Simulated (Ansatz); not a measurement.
## C₃H₈OSi, SMILES CC=CO[SiH3]: a single point in a Gaussian basis

Computed with Ansatz 0.2.0, Python API.

`run_energy.py`
```python
"""Electronic structure of the C3H8OSi molecule."""

import ansatz as az
from ase import Atoms

atoms = Atoms(["C", "C", "C", "O", "Si", "H", "H", "H", "H", "H", "H", "H", "H"], positions=[
    [-2.2753, -0.9375, -0.0439],
    [-1.1401, -0.214, -0.65],
    [-0.0209, 0.0004, -0.0102],
    [1.1407, 0.6431, -0.6044],
    [2.4934, 0.8824, 0.201],
    [-2.1481, -1.1868, 0.9779],
    [-2.5473, -1.7804, -0.637],
    [-3.1471, -0.2014, -0.0751],
    [-1.2245, 0.1464, -1.6356],
    [0.1646, -0.3164, 1.0528],
    [2.2258, 1.7153, 1.4482],
    [3.4811, 1.5983, -0.6424],
    [3.018, -0.384, 0.6334],
])
geometry = az.Crystal.molecule_from_ase(atoms)

setup = (
    geometry.calculation()
    .basis(gaussian="def2-TZVP")
    .functional("pbe")
)
trace = []
done = setup.session().plan().execute(on_event=trace.append)
report = done.report
for event in trace:
    if event["event"] == "mean_field_evaluation" and event["data"]["evaluation"] <= 25:
        print("pass {evaluation:3d}  E = {energy_ev:.6f} eV  gradient {gradient_ev:.1e}".format(**event["data"]))

print(f"E = {report['free_energy_ev']:.6f} eV = {report['free_energy_ev'] / 27.211386246:.7f} Ha")
print("converged:", report["converged"], " doubts:", report["published_state_doubts"] or "none")

state = report["mean_field"]["state"]
print(f"mean field: {state['energy']['hartree']:.7f} Ha, <S^2> = {abs(state['spin_squared']):.4f}, stability: {state.get('stability', {}).get('kind')}")
```

Running `python run_energy.py` prints:
```text
pass   1  E = -13143.903871 eV  gradient 7.8e+01
pass   2  E = -13116.337795 eV  gradient 1.3e+02
pass   3  E = -13156.289193 eV  gradient 2.2e+01
pass   4  E = -13156.890872 eV  gradient 1.4e+01
pass   5  E = -13157.243349 eV  gradient 4.1e+00
pass   6  E = -13157.273607 eV  gradient 2.3e+00
pass   7  E = -13157.285761 eV  gradient 5.5e-01
pass   8  E = -13157.286362 eV  gradient 1.4e-01
pass   9  E = -13157.287670 eV  gradient 1.9e-01
pass  10  E = -13157.287742 eV  gradient 4.1e-02
pass  11  E = -13157.251378 eV  gradient 4.8e-01
pass  12  E = -13157.251686 eV  gradient 7.6e-02
pass  13  E = -13157.251697 eV  gradient 2.8e-02
pass  14  E = -13157.251699 eV  gradient 4.1e-03
pass  15  E = -13157.251699 eV  gradient 7.8e-04
pass  16  E = -13157.251699 eV  gradient 7.8e-04
pass  17  E = -13157.251699 eV  gradient 2.3e-04
pass  18  E = -13157.251699 eV  gradient 4.7e-05
pass  19  E = -13157.251699 eV  gradient 4.7e-05
E = -13157.251749 eV = -483.5200835 Ha
converged: True  doubts: none
mean field: -483.5200835 Ha, <S^2> = 0.0000, stability: minimum
```

Total energies depend on the basis set; only differences at equal settings carry meaning. The geometry is a force-field or estimated start, not a minimum of this method, and the basis set is short of its limit. Early passes use coarser integrals and grids, so their energies can't be compared with the last. Finished in 6.2 s on 1 thread of Arm Neoverse V1 (shared host), peak memory 0.31 GiB.

(Lines on the test bed's own set-up are left out of the output.)
